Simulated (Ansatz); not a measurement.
# PtRh3 (I4/mmm) in Ansatz: reference runs, part 2 of 2

Ansatz 0.2.0. The steps go on from the part before.

## Step 4: Single point, PBEsol (atoms moved at random, drawn with an rms of 0.05 Å)

Input file input.yaml:

```yaml
crystal:
  lattice:
    - [-1.9191582, 1.9191582, 3.84464319]
    - [1.9191582, -1.9191582, 3.84464319]
    - [1.9191582, 1.9191582, -3.84464319]
  atoms:
    - { symbol: Pt, position: [0.007633, -0.004656, 0.002294] }
    - { symbol: Rh, position: [0.491222, 0.498796, -0.005939] }
    - { symbol: Rh, position: [0.24907, 0.74756, 0.484389] }
    - { symbol: Rh, position: [0.745567, 0.252683, 0.501157] }
kpoints:
  mp_grid: { grid: [10, 10, 10] }
scf:
  occupations: { method: fermi_dirac, width: 0.05 }
hamiltonian:
  xc: pbesol
  pseudopotentials: { kind: all_electron, lapw: { basis_error: 0.001 } }
output:
  forces: true
  stress: true
  eigenvalues: true
  populations: true
```

Potentials or basis: all-electron LAPW, scalar-relativistic.

Started as:

```sh
> ansatz run input.yaml --threads 2 --pin off --max-ram 8192MiB --backend cpu --events-out ev --progress --plain --runs-dir out
```

The program printed:

```text
Warning: RAYON_NUM_THREADS=2 ignored (pool sized by the plan → 2); use --threads N
Pt: projections on atomic orbitals take those of the free atom 1s2 2s2 2p6 3s2 3p6 3d10 4s2 4p6 4d10 4f14 5s2 5p6 5d9 6s1, of charge +0.00 (hamiltonian.pseudopotentials.projection_atoms)
Rh: projections on atomic orbitals take those of the free atom 1s2 2s2 2p6 3s2 3p6 3d10 4s2 4p6 4d8 5s1, of charge +0.00 (hamiltonian.pseudopotentials.projection_atoms)
LAPW: plane waves up to 8.783 Å⁻¹, error target 1.0e-3 eV per atom; small_component_spin mean_spin; Rh in spheres of 1.308 Å, 27 of its electrons in bands, Dirac shells []; Pt in spheres of 1.338 Å, 42 of its electrons in bands, Dirac shells [] (how accurate: hamiltonian.pseudopotentials.lapw.basis_error, Limitations)
Engine: ansatz 0.2.0, aarch64-unknown-linux-gnu
Pseudopotentials: kind: all_electron
Pseudopotential: Pt, LAPW, valence charge 42, lapw/all_electron/scalar/gaussian/Pt, Koelling and Harmon's equation, gaussian nucleus
Pseudopotential: Rh, LAPW, valence charge 27, lapw/all_electron/scalar/gaussian/Rh, Koelling and Harmon's equation, gaussian nucleus
Functional definition: PBEsol
  exchange = pbesol_x
  correlation = pbesol_c
Crystal: 4 atoms, lattice volume = 56.642 Å³
Basis set: ecut = 293.9191431543477 eV, 631 PW (Γ), FFT grids on a1+a3, a2+a3, a3, exchange–correlation at level 2
Bands: 74, of which v1, the nominal top of the filled ones, is band 62 counted from 1 (61 counted from 0)
Symmetry: 1 space group operations
Space group: P1 (ITA 1), of the structure as read, at distance tolerance 3.8e-5 Å
k-points: 504 of 1000 (time reversal used)
Non-local potential: Pt, projectors of the file, none
Non-local potential: Rh, projectors of the file, none
Initial density: superposition of atomic densities (chi_scale 0.1, normalization cell)
Initial wavefunctions: plane waves of lowest kinetic energy (no species holds an atomic orbital)
Functional: x = pbesol(κ = 0.804, μ = 0.12345679012345678), c = pbesol(β = 0.046)
iter 1 solved again at ethr=9.23e-4 eV; its pass at ethr=1.00e-1 eV (dr2=1.14e0 eV) is discarded
SCF iter   1: F=—  HF=-891189.867173 eV  |F-HF|=—  |Δ(HF+E_count)|=         —  Δρ=4.88e-2  dr2=1.14e0  ethr=9.23e-4  ⟨swp⟩=2.3  Hψ=232257  notcnv=0
preconditioner: auto → Kerker (q_TF=auto, 3.105 Å⁻¹)  [metal: Δε(μ)=0.001 eV  Ē_g=11.021 eV  σ=0.050 eV  W_gap=0.01  n_scr=30 (ndim 8)  ℏωp=30.0 eV  f_vac=0.000  D(μ)=4.97/eV (n_scr^D=60)]
SCF iter   2: F=—  HF=-891187.967347 eV  |F-HF|=—  |Δ(HF+E_count)|=    1.90e0  Δρ=1.77e-2  dr2=2.75e-1  ethr=9.23e-4  ⟨swp⟩=3.0  Hψ=115439  notcnv=0
SCF iter   3: F=—  HF=-891187.845735 eV  |F-HF|=—  |Δ(HF+E_count)|=   1.22e-1  Δρ=2.29e-2  dr2=5.90e-1  ethr=2.23e-4  ⟨swp⟩=2.0  Hψ=113283  notcnv=0
SCF iter   4: F=—  HF=-891187.728541 eV  |F-HF|=—  |Δ(HF+E_count)|=   1.17e-1  Δρ=1.10e-2  dr2=1.00e-1  ethr=2.23e-4  ⟨swp⟩=2.0  Hψ=101341  notcnv=0
SCF iter   5: F=—  HF=-891187.721091 eV  |F-HF|=—  |Δ(HF+E_count)|=         —  Δρ=9.34e-3  dr2=7.29e-2  ethr=8.15e-5  ⟨swp⟩=2.0  Hψ=101213  notcnv=0
the basis was enlarged: its passes take 869.2 KiB over the memory plan, 2 of 2 planned eigensolver slots
SCF iter   6: F=—  HF=-891187.706569 eV  |F-HF|=—  |Δ(HF+E_count)|=   1.45e-2  Δρ=4.52e-3  dr2=1.38e-2  ethr=5.93e-5  ⟨swp⟩=2.0  Hψ=103519  notcnv=0
SCF iter   7: F=—  HF=-891187.706424 eV  |F-HF|=—  |Δ(HF+E_count)|=   1.45e-4  Δρ=2.49e-3  dr2=5.73e-3  ethr=1.12e-5  ⟨swp⟩=2.0  Hψ=108545  notcnv=0
SCF iter   8: F=—  HF=-891187.708922 eV  |F-HF|=—  |Δ(HF+E_count)|=   2.50e-3  Δρ=3.82e-3  dr2=1.72e-2  ethr=4.66e-6  ⟨swp⟩=2.0  Hψ=108314  notcnv=0  recentre
SCF iter   9: F=—  HF=-891187.706052 eV  |F-HF|=—  |Δ(HF+E_count)|=   2.87e-3  Δρ=9.05e-4  dr2=6.93e-4  ethr=4.66e-6  ⟨swp⟩=2.0  Hψ=98584  notcnv=0
iter 10 solved again at ethr=3.65e-8 eV; its pass at ethr=5.63e-7 eV (dr2=4.49e-5 eV) is discarded
SCF iter  10: F=—  HF=-891187.705992 eV  |F-HF|=—  |Δ(HF+E_count)|=   6.07e-5  Δρ=2.89e-4  dr2=4.49e-5  ethr=3.65e-8  ⟨swp⟩=2.0  Hψ=185324  notcnv=0
SCF iter  11: F=—  HF=-891187.705988 eV  |F-HF|=—  |Δ(HF+E_count)|=   3.55e-6  Δρ=8.11e-5  dr2=4.50e-6  ethr=3.65e-8  ⟨swp⟩=2.0  Hψ=108548  notcnv=0
SCF iter  12: F=—  HF=-891187.705988 eV  |F-HF|=—  |Δ(HF+E_count)|=   4.42e-7  Δρ=1.77e-5  dr2=3.19e-7  ethr=3.66e-9  ⟨swp⟩=2.0  Hψ=108549  notcnv=0
SCF iter  13: F=—  HF=-891187.705988 eV  |F-HF|=—  |Δ(HF+E_count)|=   3.88e-8  Δρ=1.48e-5  dr2=2.33e-7  ethr=2.59e-10  ⟨swp⟩=2.0  Hψ=108549  notcnv=0
SCF iter  14: F=—  HF=-891187.705988 eV  |F-HF|=—  |Δ(HF+E_count)|=   2.27e-8  Δρ=9.62e-6  dr2=1.13e-7  ethr=1.89e-10  ⟨swp⟩=2.0  Hψ=108549  notcnv=0
SCF iter  15: F=-891187.705988 eV  HF=-891187.705988 eV  |F-HF|=1.19e-8  |Δ(HF+E_count)|=   2.24e-8  Δρ=3.41e-6  dr2=1.12e-8  ethr=9.21e-11  ⟨swp⟩=2.0  Hψ=108549  notcnv=0
SCF 1 converged in 15 iterations: F = -891187.705988 eV  dr2 = 1.12e-8
SCF converged after 15 iterations
Free energy (F): -891187.705988 eV
Harris-Foulkes:  -891187.705988 eV  (|F-HF|=1.19e-8)
Internal energy: -891187.657926 eV  (E = F + TS)
E sigma→0 (E₀):  -891187.681957 eV
Entropy (-TS):   -0.048062 eV (-12.015 meV/atom)
Fermi energy:    25.447738 eV
--- Per-component energies (eV) ---
  E_band       = -11705.778290
  E_kinetic    = 975300.152184
  E_xc         = -20699.178995
  E_electrostatic = -1845788.631115  (all electrons and nuclei)
  E_smearing   = -0.048062  (= −TS)
  E_closure    = 0.000000  (closes the sum)
  E_atoms      = -891156.265943  (free atoms, spherical and without spin; not in F)
  Σ components = -891187.705988   (vs F -891187.705988, Δ=0.00e0)
  Basis errors (estimates in eV, not in F): energy 2.4e-4 per atom: plane waves 2.1e-4 (1.1e-4 summed), levels above the bands 9.1e-113, relativity 3.4e-8, radial functions 3.2e-5, core shells 7.1e-7; eigenvalues (radial functions only) 1.6e-6; not estimated: angular momenta, meshes, grids; target (lapw.basis_error) 1.0e-3; muffin-tin radii Rh 1.308 Å, Pt 1.338 Å
--- Forces (eV/Å), atoms counted from 1 ---
  atom   1  Pt     0.18981100    -0.66499637     0.20769346
  atom   2  Rh    -0.20907637     0.32319951     0.30040357
  atom   3  Rh     0.34532787     0.28622131    -0.56101454
  atom   4  Rh    -0.32606232     0.05557533     0.05291727
  max |Σ_I F_I| component: 2.48e-7 eV/Å
--- Stress (GPa, compression-positive) ---
       -5.205550      -0.062211       0.008160
       -0.062211      -5.017851      -0.187605
        0.008160      -0.187605      -5.216873
  P = ⅓ Tr σ = -5.1468 GPa (-51.468 kbar)
--- Band table (eV; the first three rows and the last of 504) ---
  k-point 0: bands = ["-278.0813", "-278.0755", "-278.0640", "-278.0386", "-278.0356", "-271.5165", "-271.5095", "-271.4981", "-271.4793", "-271.4707", "-271.4266", "-271.4221", "-271.4210", "-271.4188", "-271.4154", "-271.4099", "-271.3896", "-271.3867", "-271.3863", "-271.3827", "-73.4544", "-53.2798", "-53.1756", "-53.1381", "-42.0364", "-42.0182", "-42.0146", "-42.0042", "-41.9927", "-41.9891", "-41.9849", "-27.6417", "-27.6252", "-27.5978", "-21.3587", "-21.2434", "-21.2413", "-21.2010", "-21.1651", "-21.0597", "-20.9055", "-20.8912", "-20.8785", "16.6612", "18.8776", "19.2176", "19.8823", "20.4964", "20.9788", "21.0543", "21.6118", "21.6308", "22.1593", "22.2295", "22.3073", "23.6923", "24.2066", "24.2881", "24.3816", "25.8518", "26.1624", "26.2695", "26.2742", "26.3785", "28.1650", "34.1938", "34.2219", "34.3760", "34.8882", "34.9055", "36.1088", "37.2228", "37.5521", "38.0747"]
  k-point 1: bands = ["-278.0813", "-278.0755", "-278.0640", "-278.0386", "-278.0356", "-271.5165", "-271.5095", "-271.4981", "-271.4793", "-271.4707", "-271.4266", "-271.4221", "-271.4210", "-271.4188", "-271.4154", "-271.4099", "-271.3896", "-271.3867", "-271.3863", "-271.3827", "-73.4544", "-53.2769", "-53.1754", "-53.1412", "-42.0364", "-42.0182", "-42.0146", "-42.0042", "-41.9927", "-41.9891", "-41.9849", "-27.6420", "-27.6248", "-27.5978", "-21.3637", "-21.2398", "-21.2219", "-21.1981", "-21.1721", "-21.0429", "-20.9202", "-20.9084", "-20.8831", "16.9245", "19.0480", "19.3988", "20.0498", "20.6163", "20.8177", "21.1737", "21.3245", "21.7798", "22.1715", "22.2916", "22.3436", "23.7047", "24.1352", "24.2222", "24.3777", "25.1979", "25.5779", "25.8702", "26.0827", "26.1765", "29.5023", "32.8224", "33.2282", "33.6343", "34.0761", "36.0685", "36.9820", "37.7634", "37.8535", "38.6694"]
  k-point 2: bands = ["-278.0813", "-278.0755", "-278.0640", "-278.0386", "-278.0356", "-271.5165", "-271.5095", "-271.4981", "-271.4793", "-271.4707", "-271.4266", "-271.4221", "-271.4210", "-271.4188", "-271.4154", "-271.4099", "-271.3896", "-271.3867", "-271.3863", "-271.3827", "-73.4543", "-53.2691", "-53.1748", "-53.1495", "-42.0364", "-42.0182", "-42.0146", "-42.0042", "-41.9927", "-41.9891", "-41.9849", "-27.6430", "-27.6242", "-27.5981", "-21.3777", "-21.2571", "-21.2082", "-21.1829", "-21.1197", "-21.0201", "-20.9926", "-20.9220", "-20.8812", "17.6508", "19.4241", "19.9768", "20.3026", "20.5033", "20.6091", "20.9409", "21.4936", "22.1757", "22.2745", "22.5493", "22.5895", "23.3471", "23.6800", "23.8448", "23.9444", "24.4936", "24.9599", "25.5650", "25.7421", "25.8899", "31.3586", "31.4575", "31.8455", "32.1851", "33.6401", "34.6177", "36.8688", "39.9728", "40.2163", "40.3263"]
  k-point 503: bands = ["-278.0813", "-278.0755", "-278.0640", "-278.0386", "-278.0356", "-271.5165", "-271.5095", "-271.4981", "-271.4793", "-271.4707", "-271.4266", "-271.4221", "-271.4210", "-271.4188", "-271.4154", "-271.4099", "-271.3896", "-271.3867", "-271.3863", "-271.3827", "-73.4544", "-53.2502", "-53.2057", "-53.1381", "-42.0364", "-42.0182", "-42.0146", "-42.0042", "-41.9927", "-41.9891", "-41.9849", "-27.6423", "-27.6224", "-27.5963", "-21.3521", "-21.3251", "-21.1523", "-21.1234", "-21.0620", "-21.0558", "-21.0471", "-20.9178", "-20.9142", "18.5953", "18.7437", "19.0499", "19.2130", "19.2458", "19.7320", "20.1464", "20.9002", "22.8668", "23.4140", "23.5716", "23.5993", "23.9662", "23.9759", "24.8118", "25.1783", "25.7920", "25.9010", "26.1704", "26.2626", "26.2746", "26.3827", "28.1850", "28.1982", "36.0960", "37.4623", "37.9807", "38.0648", "38.0781", "38.1428", "43.0166"]
--- Löwdin populations: 4 sites ---
  site symbol       q [e]
     0     Pt     77.7317
     1     Rh     44.9295
     2     Rh     44.9467
     3     Rh     44.9480
  spilling = 0.002085 (of n_electrons = 213.000000)
```

populations.tsv:

```text
# site	symbol	l	j	q
# orbitals = lowdin
# n_electrons = 213.000000
# spilling = 0.002085
# projection_atom_Pt: 1s2 2s2 2p6 3s2 3p6 3d10 4s2 4p6 4d10 4f14 5s2 5p6 5d9 6s1
# projection_atom_Rh: 1s2 2s2 2p6 3s2 3p6 3d10 4s2 4p6 4d8 5s1
0	Pt	0_1S	-	2.000000
0	Pt	0_2S	-	1.999986
0	Pt	0_3S	-	1.999827
0	Pt	0_4S	-	1.998278
0	Pt	0_5S	-	1.976158
0	Pt	0_6S	-	0.977351
0	Pt	1_2P	-	6.000000
0	Pt	1_3P	-	5.999999
0	Pt	1_4P	-	5.999961
0	Pt	1_5P	-	5.996279
0	Pt	2_3D	-	10.000000
0	Pt	2_4D	-	9.999986
0	Pt	2_5D	-	8.783854
0	Pt	3_4F	-	13.999987
1	Rh	0_1S	-	1.999998
1	Rh	0_2S	-	1.999903
1	Rh	0_3S	-	1.998376
1	Rh	0_4S	-	1.973225
1	Rh	0_5S	-	0.822688
1	Rh	1_2P	-	6.000000
1	Rh	1_3P	-	5.999974
1	Rh	1_4P	-	5.996700
1	Rh	2_3D	-	9.999993
1	Rh	2_4D	-	8.138642
2	Rh	0_1S	-	1.999998
2	Rh	0_2S	-	1.999903
2	Rh	0_3S	-	1.998384
2	Rh	0_4S	-	1.973390
2	Rh	0_5S	-	0.829877
2	Rh	1_2P	-	5.999999
2	Rh	1_3P	-	5.999973
2	Rh	1_4P	-	5.996598
2	Rh	2_3D	-	9.999993
2	Rh	2_4D	-	8.148603
3	Rh	0_1S	-	1.999998
3	Rh	0_2S	-	1.999904
3	Rh	0_3S	-	1.998389
3	Rh	0_4S	-	1.973471
3	Rh	0_5S	-	0.829863
3	Rh	1_2P	-	6.000000
3	Rh	1_3P	-	5.999974
3	Rh	1_4P	-	5.996638
3	Rh	2_3D	-	9.999993
3	Rh	2_4D	-	8.149726
```

Wall time 18 min (2 threads of Arm Neoverse V1, shared host); peak memory 4.3 GiB.

What came out:

```yaml
Free_energy: -891187.7060 eV
Pressure: -5.1 GPa
Largest_force: 0.722 eV/Å
Band_gap_on_the_k_mesh: none (metal or under the smearing width)
```

Forces on the atoms (eV/Å):
```
Pt   0.190 -0.665  0.208
Rh  -0.209  0.323  0.300
Rh   0.345  0.286 -0.561
Rh  -0.326  0.056  0.053
```

Spin-orbit coupling is left out, which matters for the levels of Pt.

## Step 5: The runs side by side

| task | cell | cutoff (eV) | gap on the mesh (eV) | pressure (GPa) |
| --- | --- | --- | --- | --- |
| single point | as given | 277 | none | -5.7 |
| equation of state | as given | - | - | - |
| single point | atoms moved at random, drawn with an rms of 0.05 Å | 294 | none | -5.1 |

Alike in all rows: level PBEsol; potentials or basis all-electron LAPW, scalar-relativistic; no spin polarisation; k mesh 10 × 10 × 10; smearing fermi-dirac 0.05 eV; basis error allowed 0.001 eV/atom.

Compare energies only between runs with the same functional and basis.
